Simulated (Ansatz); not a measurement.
# C₂H₅GeN: up Jacob's ladder to CCSD(T)

The task here is to estimate one member of a computed series from the others.

Method: functionals in def2-TZVPP, the program's frozen cores in correlated methods; program: Ansatz 0.2.0, Gaussian basis.

The runs, in order: LDA (SPW92), PBE-D4, revPBE-D4, BLYP-D4, r2SCAN-D4, B97M-V, PBE0-D4, B3LYP-D4, r2SCANh-D4, r2SCAN0-D4, HSE06-D4, BHLYP-D4, CAM-B3LYP-D4, LC-ωPBE, ωB97X-V, ωB97M-V, B2PLYP, PBE-QIDH; CCSD(T)/def2-SVP; CCSD(T)/def2-TZVPP; MP2/def2-QZVPP; extrapolation to the limit; RPA on PBE.

**The relaxed structure**

All runs share one geometry, relaxed beforehand with PBE0-D4 in a triple-zeta def2 set.

SMILES `C1=[N][GeH2][CH2]1`, 9 atoms, charge 0, spin multiplicity 1.

Atoms are counted from 1 here; the program's logs count them from 0.

Bond lengths: C1–N2 1.278 Å, C1–C4 1.512 Å, C1–H5 1.098 Å, N2–Ge3 1.910 Å, Ge3–C4 1.983 Å, Ge3–H6 1.538 Å, Ge3–H7 1.538 Å, C4–H8 1.092 Å, C4–H9 1.092 Å. Angles: N2–C1–C4 114.8°, N2–C1–H5 121.7°, C4–C1–H5 123.5°, C1–N2–Ge3 89.9°, N2–Ge3–C4 74.4°, N2–Ge3–H6 115.0°, N2–Ge3–H7 115.0°, C4–Ge3–H6 118.6°, C4–Ge3–H7 118.6°, H6–Ge3–H7 110.9°, C1–C4–Ge3 80.9°, C1–C4–H8 114.5°, C1–C4–H9 114.5°, Ge3–C4–H8 117.9°, Ge3–C4–H9 117.9°, H8–C4–H9 108.9°.

The first run:

in.yaml reads:

```yaml
crystal:
  periodic: [false, false, false]
  atoms:
    - {symbol: C, position_ang: [-0.186793, -0.549715, -1.075063]}
    - {symbol: N, position_ang: [1.035909, -0.182485, -1.141527]}
    - {symbol: Ge, position_ang: [0.903932, 0.560555, 0.613007]}
    - {symbol: C, position_ang: [-0.885366, -0.197111, 0.218468]}
    - {symbol: H, position_ang: [-0.675603, -1.079484, -1.903385]}
    - {symbol: H, position_ang: [1.056471, 2.089143, 0.684061]}
    - {symbol: H, position_ang: [1.776040, -0.127037, 1.676749]}
    - {symbol: H, position_ang: [-1.720495, 0.497355, 0.107037]}
    - {symbol: H, position_ang: [-1.215593, -1.057721, 0.803652]}
basis:
  gaussian: {orbitals: def2-TZVPP}
hamiltonian: {xc: lda}
output: {orbitals: {seedname: orbitals}}
```

Among the steps run: LDA; PBE-D4 (GGA); revPBE-D4 (GGA); BLYP-D4 (GGA); r2SCAN-D4 (meta-GGA); B97M-V (meta-GGA); PBE0-D4 (hybrid); B3LYP-D4 (hybrid); r2SCANh-D4 (hybrid); r2SCAN0-D4 (hybrid); HSE06-D4 (hybrid); BHLYP-D4 (hybrid); CAM-B3LYP-D4 (range-separated); LC-ωPBE (range-separated); ωB97X-V (range-separated); ωB97M-V (range-separated); B2PLYP (double hybrid); PBE-QIDH (double hybrid).

One of the session's tables, all rows but one given; the rest of the session is left out.

It belongs to the step «Frontier levels by functional». 

| functional | HOMO (eV) | gap (eV) |
| --- | --- | --- |
| LDA (SPW92) | ? | ? |
| PBE-D4 | -5.62 | 4.18 |
| revPBE-D4 | -5.57 | 4.22 |
| BLYP-D4 | -5.51 | 4.21 |
| r2SCAN-D4 | -5.87 | 4.67 |
| B97M-V | -6.01 | 4.92 |
| PBE0-D4 | -6.99 | 6.71 |
| B3LYP-D4 | -6.77 | 6.23 |
| r2SCANh-D4 | -6.39 | 5.61 |
| r2SCAN0-D4 | -7.16 | 7.02 |
| HSE06-D4 | -6.58 | 5.92 |
| BHLYP-D4 | -8.28 | 9.11 |
| CAM-B3LYP-D4 | -8.37 | 9.33 |
| LC-ωPBE | -9.69 | 11.89 |
| ωB97X-V | -9.36 | 11.39 |
| ωB97M-V | -9.28 | 11.05 |

Estimate the missing values for LDA (SPW92).

**Answer.** HOMO (eV): -5.75; gap (eV): 4.08. In the column «HOMO (eV)» it lies between r2SCAN-D4 (-5.87) and PBE-D4 (-5.62).
